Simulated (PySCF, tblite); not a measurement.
# C₃H₇NO₂Si₂: geometry, infrared bands and NMR shifts

What infrared bands and NMR shifts should C₃H₇NO₂Si₂ (`CC1=N[SiH2]O[SiH2]C1=O`) show?

The runs use tblite 0.8.0 and PySCF 2.14.0, with density-fitted response routines of our own; the level of theory stands in each step. All values are computed, except where a source is named. Atoms are numbered from 0 throughout.

### 1 The starting structure

15 atoms, charge 0, multiplicity 1; geometry from: force field or distance geometry start.

Bonds of the start (Å): C0–C1 1.52, C1–N2 1.30, N2–Si3 1.74, Si3–O4 1.65, O4–Si5 1.67, Si5–C6 1.86, C6–O7 1.22, C6–C1 1.51, C0–H8 1.09, C0–H9 1.09, C0–H10 1.09, Si3–H11 1.49, Si3–H12 1.47, Si5–H13 1.48, Si5–H14 1.50.

### 2 Relaxing the molecule with GFN2-xTB

Job settings and geometry (Å):

```
{"job": {"kind": "relax", "xc": "GFN2-xTB", "basis": "xTB"}, "charge": 0, "multiplicity": 1}
C      2.359400    -0.212200     0.269500
C      0.849900    -0.236400     0.071200
N      0.200500    -1.242200     0.585100
Si    -1.514200    -1.470500     0.437500
O     -2.187500     0.033800     0.329400
Si    -1.481700     1.387400    -0.357000
C      0.293000     0.933700    -0.704400
O      0.968900     1.557500    -1.503500
H      2.848600    -0.326500    -0.697800
H      2.667800    -1.023000     0.932700
H      2.641200     0.742500     0.716500
H     -2.024800    -2.169900     1.651900
H     -1.784800    -2.233200    -0.784500
H     -2.237600     1.745200    -1.582200
H     -1.603000     2.521800     0.613900
```

The run is started by

```bash
OMP_NUM_THREADS=1 python probes_run.py task.json out
```

The driver reads the jobs from task.json and runs them one after another.

**Question.** This job is followed by: GFN2-xTB harmonic vibrations, gas phase; GIAO PBE0/pcSseg-1 NMR shielding, non-relativistic, gas phase. Predict these results of the whole session: strongest single infrared mode (GFN2-xTB); zero-point energy (GFN2-xTB); 13C shifts against TMS (PBE0/pcSseg-1); 1H shifts against TMS (PBE0/pcSseg-1, means over atoms taken as alike); 15N shifts against NH3 (PBE0/pcSseg-1); 29Si shifts against TMS (PBE0/pcSseg-1); 17O shifts against H2O (PBE0/pcSseg-1).

**Answer**, as computed:

| quantity | value |
| --- | --- |
| strongest single infrared mode (GFN2-xTB) | 2349 cm⁻¹, 557 km/mol |
| zero-point energy (GFN2-xTB) | 59.0 kcal/mol |
| 13C shifts against TMS (PBE0/pcSseg-1) | 240.1, 195.0, 28.0 ppm |
| 1H shifts against TMS (PBE0/pcSseg-1, means over atoms taken as alike) | 5.40, 5.22, 2.43 ppm |
| 15N shifts against NH3 (PBE0/pcSseg-1) | 384.0 ppm |
| 29Si shifts against TMS (PBE0/pcSseg-1) | -37.1, -42.1 ppm |
| 17O shifts against H2O (PBE0/pcSseg-1) | 855.4, 47.5 ppm |

Over 91 steps the energy fell by 0.304 eV; of the close pairs, Si5–C6 changed most, 1.864 to 1.930 Å. No mode is imaginary among the 39: a minimum at this level. The strongest single mode, at 2349 cm⁻¹, moves mainly H13 and H11. Unscaled tight-binding wavenumbers are off by several per cent, some by more. Its intensities can rank the bands wrongly. At PBE0/pcSseg-1: Shielding is most anisotropic at O7 (span 1828 ppm, paramagnetic term -919 ppm).
